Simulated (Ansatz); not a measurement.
Crystal: LaSc.

```
La Sc
1.0
     3.94804    0.00000    0.00000
     0.00000    3.94804    0.00000
     0.00000    0.00000    3.94804
La Sc
1 1
Direct
  0.00000 0.00000 0.00000
  0.50000 0.50000 0.50000
```

The cell was built by a generator and needn't be a form met in nature.

* Program: Ansatz 0.2.0
* Task: relaxation of cell and atoms
* Functional: revPBE
* Dispersion: D3(BJ)
* Potentials or basis: Ansatz PAW
* Cutoff: 420 eV (not typed: the program's choice for these potentials)
* k mesh: 7 × 7 × 7
* Occupations: fermi-dirac, width 0.05 eV
* Spin: no spin polarisation

At the start: volume 30.77 Å³/atom.

Q: Where does the relaxation end?

A: It ends after 4 steps and the volume is 28.31 Å³/atom (-8.0 %); space group Pm-3m (No. 221, to 0.05 Å).

The path:
```csv
step,energy change (eV),largest force (eV/Å),volume (Å³)
1,0.0000,0.0000,61.54
2,-0.0404,0.0000,57.65
3,-0.0423,0.0000,56.62
4,-0.0418,0.0000,56.62
```

Final structure:
```
La Sc
1.0
     3.83991    0.00000    0.00000
     0.00000    3.83991    0.00000
     0.00000    0.00000    3.83991
La Sc
1 1
Direct
  0.00000 0.00000 0.00000
  0.50000 0.50000 0.50000
```

Caveat: the plane-wave basis is chosen anew once the cell has moved, so the energies of steps on either side of that aren't comparable; pairwise dispersion overbinds metals, which lowers pressure and volume; the PAW data sets come from PBE, with cores solved anew for the run's functional, which leaves a small shift of forces and pressure.
